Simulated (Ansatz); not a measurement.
# As₂H₃ (doublet): wave-function methods side by side, cc-pVDZ

One table from this session's results is given with a row withheld; the runs are named, their logs left out.

The runs use Ansatz 0.2.0, Gaussian basis; cc-pVDZ, core rule «outside noble gas», up to 28 orbitals frozen.

The runs, in order: UHF; CCSD(T) on ROHF; CCSD(T) on UHF; BCCD(T) on ROHF; CISD; CCSDT(Q) on ROHF; CCSDT(Q) on UHF.

22 further runs of the same task are left out: 7 that didn't finish, 15 set aside as unsound or not needed.

### The system

The geometry is a PBE0/def2-TZVP stationary point (not a proven minimum). No spin-orbit coupling is included. The filled d shell of As may be among the frozen orbitals whatever the setting's name suggests; the logs give the count.

5 atoms, charge 0, spin multiplicity 2.

Atoms are counted from 1 here; the program's logs count them from 0.

Bond lengths: As1–As2 2.421 Å, As1–H3 1.524 Å, As1–H4 1.522 Å, As2–H5 1.528 Å. Angles: As2–As1–H3 95.2°, As2–As1–H4 93.7°, H3–As1–H4 92.9°, As1–As2–H5 90.7°.

Set-up of the first run:

File in.yaml:

```yaml
crystal:
  periodic: [false, false, false]
  atoms:
    - {symbol: As, position_ang: [0.044935, 0.028439, 1.200164]}
    - {symbol: As, position_ang: [-0.020577, -0.040135, -1.219332]}
    - {symbol: H, position_ang: [-1.295538, 0.736132, 1.353769]}
    - {symbol: H, position_ang: [-0.578949, -1.351358, 1.353196]}
    - {symbol: H, position_ang: [0.063884, 1.484618, -1.282235]}
basis:
  gaussian: {orbitals: cc-pVDZ}
magnetization: {spin_polarized: true, initial_magnetization: 1}
hamiltonian: {xc: hf}
output: {orbitals: {seedname: orbitals}}
```

The run is started by

```console
ansatz run in.yaml --threads 1 --pin off --events-out ev --progress --plain --max-ram 2393MiB
```

Steps of the session up to this table: UHF; CCSD(T) on ROHF; CCSD(T) on UHF; BCCD(T) on ROHF; CISD; CCSDT(Q) on ROHF; CCSDT(Q) on UHF.

One table of the session follows, with a row left open; its other results are not shown here.

| method | from UCCSDT(Q) (meV) |
| --- | --- |
| ROHF | +6977.1 |
| UHF | +6866.4 |
| RMP2 | +1314.1 |
| UMP2 | ? |
| CISD | +874.1 |
| RCCSD | +238.4 |
| UCCSD | +233.5 |
| RCCSD(T) | +43.5 |
| UCCSD(T) | +41.2 |
| BCCD(T) | +42.7 |
| RCCSDT | +14.1 |
| UCCSDT | +11.3 |
| RCCSDT(Q) | +3.0 |
| UCCSDT(Q) | 0 |

Estimate the missing values for UMP2.

The run gave: from UCCSDT(Q) (meV): +1323.1. In the column «from UCCSDT(Q) (meV)» it lies between RMP2 (+1314.1) and UHF (+6866.4).

With the free atoms at the same levels and basis (separate runs), the atomisation energy is 9.682 eV at UCCSDT(Q), 9.684 eV at RCCSD(T), 9.654 eV at UCCSD(T), 6.581 eV at ROHF.

Caveats from the session: Restricted and unrestricted rows rest on different reference determinants; where their highest levels disagree by more than a few hundredths of an eV, they describe different states and don't form one ladder.
